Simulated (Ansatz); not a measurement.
**Si(SH)2Cl2 (Cl₂H₂S₂Si): structure and electronic state**

What does Si(SH)2Cl2 (Cl₂H₂S₂Si) look like as a singlet, and where do its frontier electrons sit?

Program: Ansatz 0.2.0, Gaussian basis. Level of theory: RKS PBE0-D4/def2-TZVP. These are calculated values, not measurements.

The runs, in order: relaxation at PBE-D4/def2-SVP; a search for the lowest solution at PBE0-D4/def2-SVP; a single point at PBE0-D4/def2-TZVP.

### 1 The starting structure

7 atoms, charge 0, spin multiplicity 1.

Atoms are counted from 1 here; the program's logs count them from 0.

Bond lengths: Si1–S2 2.151 Å, Si1–S4 2.151 Å, Si1–Cl6 2.026 Å, Si1–Cl7 2.026 Å, S2–H3 1.327 Å, S4–H5 1.327 Å. Angles: S2–Si1–S4 103.8°, S2–Si1–Cl6 111.2°, S2–Si1–Cl7 111.4°, S4–Si1–Cl6 111.3°, S4–Si1–Cl7 111.3°, Cl6–Si1–Cl7 107.8°, Si1–S2–H3 95.8°, Si1–S4–H5 95.8°.

As a file:

```
Si   -0.1176    0.0022   -0.0829
S    -0.0055    0.0127    2.0652
H    -1.3162    0.0614    2.2670
S     1.9408   -0.0404   -0.7047
H     1.6863   -0.0709   -2.0068
Cl   -1.0631    1.6545   -0.7759
Cl   -1.1247   -1.6194   -0.7618
```

The start is a GFN2-xTB geometry.

### 2 Optimising with PBE-D4/def2-SVP

in.yaml

```yaml
crystal:
  periodic: [false, false, false]
  atoms:
    - {symbol: Si, position_ang: [-0.117640, 0.002180, -0.082860]}
    - {symbol: S, position_ang: [-0.005520, 0.012730, 2.065160]}
    - {symbol: H, position_ang: [-1.316220, 0.061380, 2.266990]}
    - {symbol: S, position_ang: [1.940850, -0.040450, -0.704750]}
    - {symbol: H, position_ang: [1.686270, -0.070900, -2.006810]}
    - {symbol: Cl, position_ang: [-1.063090, 1.654460, -0.775910]}
    - {symbol: Cl, position_ang: [-1.124660, -1.619400, -0.761820]}
basis:
  gaussian: {orbitals: def2-SVP}
hamiltonian: {xc: pbe, dispersion: d4}
scf: {omitted_lower_state_checks: [starts]}
output: {orbitals: {seedname: orbitals}}
relax: {f_tol: 0.02, max_steps: 100}
```

On the command line:

```
ansatz run in.yaml --threads 4 --pin off --events-out ev --progress --plain --max-ram 3916MiB
```

Further steps of the session: Searching for the lowest solution, PBE0-D4/def2-SVP; Single point, PBE0-D4/def2-TZVP.

Before running them: what should the planned runs give, taken together? Wanted: point group; commonest bond, hydrogen aside; HOMO, LUMO at PBE0-D4/def2-TZVP; dipole at PBE-D4/def2-SVP.

The runs gave:

| quantity | value |
| --- | --- |
| point group | C2 |
| commonest bond, hydrogen aside | S–Si, 2 of mean length 2.136 Å |
| HOMO, LUMO at PBE0-D4/def2-TZVP | -8.11, -0.98 eV |
| dipole at PBE-D4/def2-SVP | 0.33 D |

**Reading.** The molecule keeps its bonding pattern by the stored test; the atoms moved 0.26 Å (rms). No usable vibrations, so a minimum isn't proven. The point group is read from a loosely relaxed geometry; soft torsions can leave it below the true symmetry.
